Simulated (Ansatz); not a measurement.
# H₄HfO₃S: up Jacob's ladder to CCSD(T)

One table from this session's results is given with a row withheld; the runs are named, their logs left out.

The runs use Ansatz 0.2.0, Gaussian basis; functionals in def2-TZVPP, the program's frozen cores in correlated methods.

Plan: LDA (SPW92), PBE-D4, revPBE-D4, BLYP-D4, r2SCAN-D4, B97M-V, PBE0-D4, B3LYP-D4, r2SCANh-D4, r2SCAN0-D4, HSE06-D4, BHLYP-D4, CAM-B3LYP-D4, LC-ωPBE, ωB97X-V, ωB97M-V, B2PLYP, PBE-QIDH; CCSD(T)/def2-SVP; CCSD(T)/def2-TZVPP; MP2/def2-QZVPP; extrapolation to the limit; RPA on PBE.

## The relaxed structure

An earlier PBE0-D4 in a triple-zeta def2 set relaxation fixed the geometry. Hf takes the def2 core potential; no spin-orbit term is included.

SMILES `[OH][Hf]([OH])([OH])[SH]`, 9 atoms, charge 0, spin multiplicity 1.

Atoms are counted from 1 here; the program's logs count them from 0.

Bond lengths: O1–Hf2 1.920 Å, O1–H6 0.951 Å, Hf2–O3 1.922 Å, Hf2–O4 1.916 Å, Hf2–S5 2.478 Å, O3–H7 0.951 Å, O4–H8 0.952 Å, S5–H9 1.346 Å. Angles: Hf2–O1–H6 160.1°, O1–Hf2–O3 108.7°, O1–Hf2–O4 113.0°, O1–Hf2–S5 109.2°, O3–Hf2–O4 111.4°, O3–Hf2–S5 109.8°, O4–Hf2–S5 104.6°, Hf2–O3–H7 158.4°, Hf2–O4–H8 160.9°, Hf2–S5–H9 92.4°.

Set-up of the first run:

in.yaml reads:

```yaml
crystal:
  periodic: [false, false, false]
  atoms:
    - {symbol: O, position_ang: [-1.162373, 0.202492, 1.451601]}
    - {symbol: Hf, position_ang: [-0.024201, -0.125584, -0.060086]}
    - {symbol: O, position_ang: [1.806756, 0.008020, 0.507873]}
    - {symbol: O, position_ang: [-0.373226, -1.807103, -0.910171]}
    - {symbol: S, position_ang: [-0.484250, 1.568084, -1.808972]}
    - {symbol: H, position_ang: [-1.433364, 0.358687, 2.349937]}
    - {symbol: H, position_ang: [2.749001, -0.122382, 0.493729]}
    - {symbol: H, position_ang: [-0.738177, -2.668813, -1.083186]}
    - {symbol: H, position_ang: [-0.340186, 2.586590, -0.940734]}
basis:
  gaussian: {orbitals: def2-TZVPP}
hamiltonian: {xc: lda}
output: {orbitals: {seedname: orbitals}}
```

Among the steps run: LDA; PBE-D4 (GGA); revPBE-D4 (GGA); BLYP-D4 (GGA); r2SCAN-D4 (meta-GGA); B97M-V (meta-GGA); PBE0-D4 (hybrid); B3LYP-D4 (hybrid); r2SCANh-D4 (hybrid); r2SCAN0-D4 (hybrid); HSE06-D4 (hybrid); BHLYP-D4 (hybrid); CAM-B3LYP-D4 (range-separated); LC-ωPBE (range-separated); ωB97X-V (range-separated); ωB97M-V (range-separated); B2PLYP (double hybrid); PBE-QIDH (double hybrid).

One of the session's tables, all rows but one given; the rest of the session is left out.

It belongs to the step «Frontier levels by functional». 

```
  functional  HOMO (eV)  gap (eV)
 LDA (SPW92)      -5.89      4.78
      PBE-D4      -5.74      4.85
   revPBE-D4      -5.68      4.87
     BLYP-D4          ?         ?
   r2SCAN-D4      -6.04      5.41
      B97M-V      -6.08      5.30
     PBE0-D4      -6.98      6.83
    B3LYP-D4      -6.71      6.24
  r2SCANh-D4      -6.49      6.18
  r2SCAN0-D4      -7.18      7.35
    HSE06-D4      -6.58      6.08
    BHLYP-D4      -8.04      8.40
CAM-B3LYP-D4      -8.27      8.77
     LC-ωPBE      -9.68     11.34
     ωB97X-V      -9.31     10.78
     ωB97M-V      -9.15     10.16
```

Q: Estimate the row for BLYP-D4 from the others.

Worked estimate for «HOMO (eV)». Against the share of exact exchange, B3LYP-D4 (0.2, -6.71), BHLYP-D4 (0.5, -8.04) give a slope of -4.43 per unit share; at 0 the line stands at -5.82.

The run gave: HOMO (eV): -5.57; gap (eV): 4.67. In «HOMO (eV)» the line misses by -0.25.
